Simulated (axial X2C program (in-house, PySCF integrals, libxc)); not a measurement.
**SZrS⁺: bond lengths and stretches, held linear**

One table from this session's results is given with a row withheld; the runs are named, their logs left out.

Computed with an in-house X2C program for linear molecules on PySCF integrals. Level: all-electron X2C, two-component (2c) or spin-free, S dyall-av3z, Zr dyall-v3z.

All values are calculated.

2 further runs of the same task are left out: 2 set aside as unsound or not needed.

The first run:

task.json reads:

```json
{"zs": [16, 40, 16], "q": 1, "bas": ["dyall-av3z", "dyall-v3z", "dyall-av3z"], "r0": [2.21, 2.21], "symm": 1, "scan": ["PBE0", "HF", "LDA"], "levels": ["PBE0", "HF", "BHandHLYP"], "nst": 2}
```

Keys: zs atomic numbers; q charge; bas basis sets; r0 starting distance in Å; symm equal bonds; scan levels of the two-bond scan; levels methods; nst determinants followed.

Command:

```sh
$ python solin.py task.json out
```

Masses S 31.972, Zr 89.905, S 31.972 u.

Steps of the session up to this table: Scan at PBE0, 2c; Scan at LDA, 2c; Scan at PBE0, spin-free.

One of the session's tables, all rows but one given; the rest of the session is left out.

```
          level  lower stretch (cm⁻¹)  upper stretch (cm⁻¹)
       PBE0, 2c                 457.6                 471.4
        LDA, 2c                 443.6                 510.1
PBE0, spin-free                 457.8                 471.4
 LDA, spin-free                     ?                     ?
```

Estimate the missing values for LDA, spin-free.

As computed: lower stretch (cm⁻¹): 443.7; upper stretch (cm⁻¹): 510.3. In the column «lower stretch (cm⁻¹)» it lies between LDA, 2c (443.6) and PBE0, 2c (457.6).

Scans not shown above were run alike.

What this shows: Over the levels the S–Zr bond spans 2.218 to 2.219 Å and the Zr–S bond 2.218 to 2.219 Å. At PBE0 spin–orbit coupling leaves both bonds unchanged to 0.001 Å. Each state is one determinant, the lowest of a limited PBE0 search; the stretches come from a fit to few points and are good to some per cent at best. The molecule was held linear; bending was not examined, so a bent shape may lie lower.
